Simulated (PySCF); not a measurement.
**[RhI2]+: quintet, from a PBE0 minimum start**

The task is one start of a wider search on [RhI2]+: the quintet, from a PBE0 minimum start. It is relaxed, tested by its Hessian and followed downhill if it is a saddle.

Method: PBE, basis Rh def2-SVP with ECP28, I def2-SVP with ECP28, scalar-relativistic core potentials, no spin–orbit coupling, density fitting; program: PySCF 2.14.0.

### 1 The starting structure

3 atoms, charge 1, spin multiplicity 5.

Bond lengths: Rh1–I2 2.522 Å, Rh1–I3 2.522 Å. Angles: I2–Rh1–I3 180.0°.

Z-matrix (Å, degrees; charge 1 multiplicity 5):
```
Rh
I  1 2.5221
I  1 2.5221 2 180.00
```

### 2 The SCF at the typed geometry

The steps below are one call of a driver around PySCF. For each, scf.py gives the equivalent set-up of the SCF; relaxations use the driver's own optimiser. After this first run the driver tries any further starts and a stability analysis.

scf.py

```python
from pyscf import gto, scf, dft
mol = gto.M(atom='''
Rh     0.000000     0.000000     0.000000
I      0.000000     0.000000     2.522064
I     -0.000000     0.000000    -2.522064''',
    basis={'Rh': 'def2-SVP', 'I': 'def2-SVP'},
    ecp={'Rh': 'def2-SVP', 'I': 'def2-SVP'},
    charge=1, spin=4)
mf = dft.UKS(mol, xc='PBE')
mf.grids.atom_grid = (50, 194)
aux = {'Rh': 'def2-universal-JKFIT', 'I': 'def2-universal-JKFIT'}
mf = mf.density_fit(auxbasis=aux)
mf.conv_tol = 1e-08
mf.diis_space = 10
mf.max_cycle = 60
mf.init_guess = 'huckel'
mf.verbose = 4
mf.kernel()
```

On the command line:

```bash
$ OMP_NUM_THREADS=2 python axn.py task.json out
```

The runs that follow: Relaxing the quintet from the PBE0 minimum start; Hessian and properties; Following the imaginary mode; Frequencies.

Before running it: what results should come out? Wanted: minimum; geometry; wavenumbers; dipole moment; highest occupied, lowest empty level; polar-tensor charge of Rh1; zero-point energy; ⟨S²⟩.

The runs gave:

| quantity | value |
| --- | --- |
| minimum | quintet, C2v |
| geometry | Rh–I 2.530 Å (×2); I–Rh–I 139.7° |
| wavenumbers (cm⁻¹) | 27 (a1), 178 (a1), 262 (b2) |
| dipole moment (centre of mass) | 0.90 D |
| highest occupied, lowest empty level (either spin) | -11.61, -11.30 eV |
| polar-tensor charge of Rh1 | +0.69 e |
| zero-point energy | 2.8 kJ/mol |
| entropy at 298.15 K | 357.6 J/(mol K) |
| ⟨S²⟩ | 6.003 |

The PBE0 minimum start (D∞h) ends in a minimum of C2v symmetry, after a stop at a second-order saddle point 8.4 kJ/mol higher, from which it was pushed off along an imaginary mode. In the infrared the band at 262 cm⁻¹ (b2) leads. Most of the spin sits on Rh1 (Mulliken spin 2.28, against 4 for the whole molecule). Other starts or spin states, not run here, may lie lower. One determinant may miss the lowest occupation of an open d or f shell. Spin–orbit coupling, left out here, can matter for elements this heavy.
